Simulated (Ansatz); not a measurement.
# CH₈AlSbSi: a ladder of functionals and wavefunction methods

One table from this session's results is given with a row withheld; the runs are named, their logs left out.

Computed with Ansatz 0.2.0, Gaussian basis. Level: functionals in def2-TZVPP, the program's frozen cores in correlated methods.

The runs, in order: LDA (SPW92), PBE-D4, revPBE-D4, BLYP-D4, r2SCAN-D4, B97M-V, PBE0-D4, B3LYP-D4, r2SCANh-D4, r2SCAN0-D4, HSE06-D4, BHLYP-D4, CAM-B3LYP-D4, LC-ωPBE, ωB97X-V, ωB97M-V, B2PLYP, PBE-QIDH; CCSD(T)/def2-SVP; CCSD(T)/def2-TZVPP; MP2/def2-QZVPP; extrapolation to the limit; RPA on PBE.

## The geometry

All runs share one geometry, relaxed beforehand with PBE0-D4 in a triple-zeta def2 set. Sb takes the def2 core potential; no spin-orbit term is included.

SMILES `C[SiH]([AlH2])[SbH2]`, 12 atoms, charge 0, spin multiplicity 1.

Atoms are counted from 1 here; the program's logs count them from 0.

Bond lengths: C1–Si2 1.882 Å, C1–H5 1.091 Å, C1–H6 1.091 Å, C1–H7 1.093 Å, Si2–Al3 2.407 Å, Si2–Sb4 2.629 Å, Si2–H8 1.490 Å, Al3–H9 1.588 Å, Al3–H10 1.588 Å, Sb4–H11 1.766 Å, Sb4–H12 1.710 Å. Angles: Si2–C1–H5 112.0°, Si2–C1–H6 110.3°, Si2–C1–H7 109.6°, H5–C1–H6 108.7°, H5–C1–H7 108.1°, H6–C1–H7 108.1°, C1–Si2–Al3 125.1°, C1–Si2–Sb4 109.4°, C1–Si2–H8 110.8°, Al3–Si2–Sb4 77.1°, Al3–Si2–H8 120.3°, Sb4–Si2–H8 104.5°, Si2–Al3–H9 118.7°, Si2–Al3–H10 117.8°, H9–Al3–H10 123.4°, Si2–Sb4–H11 87.4°, Si2–Sb4–H12 89.9°, H11–Sb4–H12 89.0°.

Set-up of the first run:

in.yaml reads:

```yaml
crystal:
  periodic: [false, false, false]
  atoms:
    - {symbol: C, position_ang: [-1.885397, 0.728864, -0.036978]}
    - {symbol: Si, position_ang: [-0.508692, -0.401858, -0.643086]}
    - {symbol: Al, position_ang: [1.810142, 0.217896, -0.824944]}
    - {symbol: Sb, position_ang: [0.587422, -1.620103, 1.412485]}
    - {symbol: H, position_ang: [-2.682267, 0.172197, 0.459069]}
    - {symbol: H, position_ang: [-1.488652, 1.469027, 0.660210]}
    - {symbol: H, position_ang: [-2.321492, 1.262143, -0.885687]}
    - {symbol: H, position_ang: [-1.060564, -1.504026, -1.480243]}
    - {symbol: H, position_ang: [2.300501, 1.554694, -0.122376]}
    - {symbol: H, position_ang: [2.762400, -0.717621, -1.685894]}
    - {symbol: H, position_ang: [2.145578, -1.019960, 0.836772]}
    - {symbol: H, position_ang: [0.418022, -0.196550, 2.344572]}
basis:
  gaussian: {orbitals: def2-TZVPP}
hamiltonian: {xc: lda}
output: {orbitals: {seedname: orbitals}}
```

Steps of the session up to this table: LDA; PBE-D4 (GGA); revPBE-D4 (GGA); BLYP-D4 (GGA); r2SCAN-D4 (meta-GGA); B97M-V (meta-GGA); PBE0-D4 (hybrid); B3LYP-D4 (hybrid); r2SCANh-D4 (hybrid); r2SCAN0-D4 (hybrid); HSE06-D4 (hybrid); BHLYP-D4 (hybrid); CAM-B3LYP-D4 (range-separated); LC-ωPBE (range-separated); ωB97X-V (range-separated); ωB97M-V (range-separated); B2PLYP (double hybrid); PBE-QIDH (double hybrid).

One table of the session follows, with a row left open; its other results are not shown here.

It belongs to the step «Orbital energies across the functionals». 

| functional | HOMO (eV) | LUMO (eV) | gap (eV) |
| --- | --- | --- | --- |
| LDA (SPW92) | -5.64 | -2.23 | 3.41 |
| PBE-D4 | ? | ? | ? |
| revPBE-D4 | -5.48 | -1.96 | 3.52 |
| BLYP-D4 | -5.36 | -1.91 | 3.45 |
| r2SCAN-D4 | -5.72 | -1.86 | 3.86 |
| B97M-V | -5.73 | -1.93 | 3.79 |
| PBE0-D4 | -6.42 | -1.29 | 5.13 |
| B3LYP-D4 | -6.23 | -1.47 | 4.76 |
| r2SCANh-D4 | -6.05 | -1.59 | 4.46 |
| r2SCAN0-D4 | -6.54 | -1.18 | 5.36 |
| HSE06-D4 | -6.04 | -1.66 | 4.38 |
| BHLYP-D4 | -7.16 | -0.46 | 6.71 |
| CAM-B3LYP-D4 | -7.51 | -0.31 | 7.21 |
| LC-ωPBE | -8.70 | 0.73 | 9.43 |
| ωB97X-V | -8.43 | 0.63 | 9.06 |
| ωB97M-V | -8.26 | 0.43 | 8.68 |

Q: Estimate the row for PBE-D4 from the others.

As computed: HOMO (eV): -5.52; LUMO (eV): -2.04; gap (eV): 3.49. In the column «HOMO (eV)» it lies between LDA (SPW92) (-5.64) and revPBE-D4 (-5.48).
